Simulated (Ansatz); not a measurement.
# CH9NOSi2: up Jacob's ladder to CCSD(T)

The task here is to estimate one member of a computed series from the others.

Program: Ansatz 0.2.0, Gaussian basis. Level of theory: functionals in def2-TZVPP, the program's frozen cores in correlated methods. These are calculated values, not measurements.

Plan: PBE-D4, r2SCAN-D4, PBE0-D4, B3LYP-D4, ωB97X-V, ωB97M-V, B2PLYP; CCSD(T)/def2-TZVPP; MP2/def2-QZVPP; extrapolation to the limit.

### The geometry

An earlier PBE0-D4 in a triple-zeta def2 set relaxation fixed the geometry.

SMILES `CO[SiH2]N[SiH3]`, 14 atoms, charge 0, spin multiplicity 1.

Atoms are counted from 1 here; the program's logs count them from 0.

Bond lengths: C1–O2 1.407 Å, C1–H6 1.091 Å, C1–H7 1.096 Å, C1–H8 1.097 Å, O2–Si3 1.643 Å, Si3–N4 1.710 Å, Si3–H9 1.488 Å, Si3–H10 1.487 Å, N4–Si5 1.728 Å, N4–H11 1.010 Å, Si5–H12 1.488 Å, Si5–H13 1.488 Å, Si5–H14 1.484 Å. Angles: O2–C1–H6 108.4°, O2–C1–H7 111.5°, O2–C1–H8 111.7°, H6–C1–H7 108.4°, H6–C1–H8 108.4°, H7–C1–H8 108.4°, C1–O2–Si3 122.6°, O2–Si3–N4 110.2°, O2–Si3–H9 109.8°, O2–Si3–H10 108.3°, N4–Si3–H9 108.4°, N4–Si3–H10 109.7°, H9–Si3–H10 110.5°, Si3–N4–Si5 127.0°, Si3–N4–H11 115.6°, Si5–N4–H11 116.6°, N4–Si5–H12 112.7°, N4–Si5–H13 110.9° and more.

Set-up of the first run:

in.yaml reads:

```yaml
crystal:
  periodic: [false, false, false]
  atoms:
    - {symbol: C, position_ang: [-1.240202, 1.091225, 2.036082]}
    - {symbol: O, position_ang: [-1.016906, 0.497946, 0.779766]}
    - {symbol: Si, position_ang: [0.085067, -0.699067, 0.548958]}
    - {symbol: N, position_ang: [0.235123, -1.050813, -1.117531]}
    - {symbol: Si, position_ang: [1.082468, -0.122496, -2.304086]}
    - {symbol: H, position_ang: [-1.921079, 1.933620, 1.902322]}
    - {symbol: H, position_ang: [-1.698198, 0.385350, 2.738971]}
    - {symbol: H, position_ang: [-0.309265, 1.466369, 2.478550]}
    - {symbol: H, position_ang: [-0.358006, -1.934157, 1.251586]}
    - {symbol: H, position_ang: [1.394156, -0.237054, 1.082746]}
    - {symbol: H, position_ang: [-0.363540, -1.787347, -1.462935]}
    - {symbol: H, position_ang: [0.168157, 0.613938, -3.218813]}
    - {symbol: H, position_ang: [1.945874, -0.995716, -3.144330]}
    - {symbol: H, position_ang: [1.922548, 0.852102, -1.563886]}
basis:
  gaussian: {orbitals: def2-TZVPP}
hamiltonian: {xc: pbe, dispersion: d4}
output: {forces: true, orbitals: {seedname: orbitals}}
```

Started as:

```console
$ ansatz run in.yaml --threads 4 --pin off --events-out ev --progress --plain --max-ram 10444MiB
```

Among the steps run: PBE-D4 (GGA); r2SCAN-D4 (meta-GGA); PBE0-D4 (hybrid); B3LYP-D4 (hybrid); ωB97X-V (range-separated); ωB97M-V (range-separated); B2PLYP (double hybrid); CCSD(T) in def2-TZVPP; MP2 in def2-QZVPP.

One of the session's tables, all rows but one given; the rest of the session is left out.

| method | atomisation energy (kJ/mol) |
| --- | --- |
| PBE-D4 | 4886.7 |
| r2SCAN-D4 | 4862.9 |
| PBE0-D4 | ? |
| B3LYP-D4 | 4884.0 |
| ωB97X-V | 4907.0 |
| ωB97M-V | 4894.4 |
| B2PLYP | 4825.0 |
| HF/def2-TZVPP | 3581.5 |
| MP2/def2-TZVPP | 4786.3 |
| CCSD/def2-TZVPP | 4698.4 |
| CCSD(T)/def2-TZVPP | 4753.6 |
| MP2/CBS | 4922.5 |
| CCSD(T)/CBS | 4889.7 |

**Question.** Estimate the row for PBE0-D4.

**Answer.** atomisation energy (kJ/mol): 4830.6. In the column «atomisation energy (kJ/mol)» it lies between B2PLYP (4825.0) and r2SCAN-D4 (4862.9).
